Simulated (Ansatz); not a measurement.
# EuCd: the cost of one run

Program: Ansatz 0.2.0. Level of theory: DFT, at the levels named in each step. These are calculated values, not measurements.

1 further run of the same task is left out (it didn't finish).

### Step 1. The structure to begin with

It takes space group Pm-3m (No. 221, cubic). Conventional cell: a = 3.917 Å, b = 3.917 Å, c = 3.917 Å, α = 90.00°, β = 90.00°, γ = 90.00°. Eu (site symmetry m-3m) is surrounded by 8 Cd at 3.39 Å. Cd (site symmetry m-3m) has 8 Eu at 3.39 Å as nearest neighbours.

Coordinates:

```
Eu Cd
1.0
     3.91685    0.00000    0.00000
     0.00000    3.91685    0.00000
     0.00000    0.00000    3.91685
Eu Cd
1 1
Direct
  0.50000 0.50000 0.50000
  0.00000 0.00000 0.00000
```

Atoms are numbered in the order of the input: Eu1, Cd2.

### Step 2. No U, PAW

Contents of input.yaml:

```yaml
crystal:
  lattice:
    - [3.91685441, 0.0, 0.0]
    - [0.0, 3.91685441, 0.0]
    - [0.0, 0.0, 3.91685441]
  atoms:
    - { symbol: Eu, position: [0.5, 0.5, 0.5], spin: 7.0 }
    - { symbol: Cd, position: [0.0, 0.0, 0.0] }
magnetization:
  spin_polarized: true
kpoints:
  mp_grid: { grid: [7, 7, 7] }
scf:
  occupations: { method: fermi_dirac, width: 0.03 }
hamiltonian:
  xc: r2scan
  pseudopotentials: { kind: paw }
output:
  forces: true
  stress: true
  eigenvalues: true
  hubbard: { sites: [{ species: Eu, l: f }] }
  populations: true
  write_density: true
  write_potential: true
  elf: true
  volumetric_format: npy
```

On the command line:

```bash
ansatz run input.yaml --threads 1 --pin off --max-ram 3072MiB --backend cpu --events-out ev --progress --plain --runs-dir out
```

**Question.** How long does this run take on 1 thread of AMD EPYC 9R45 (Zen 5), shared host, and how much memory does it need?

About 6.4 s, with a peak of 0.54 GiB.
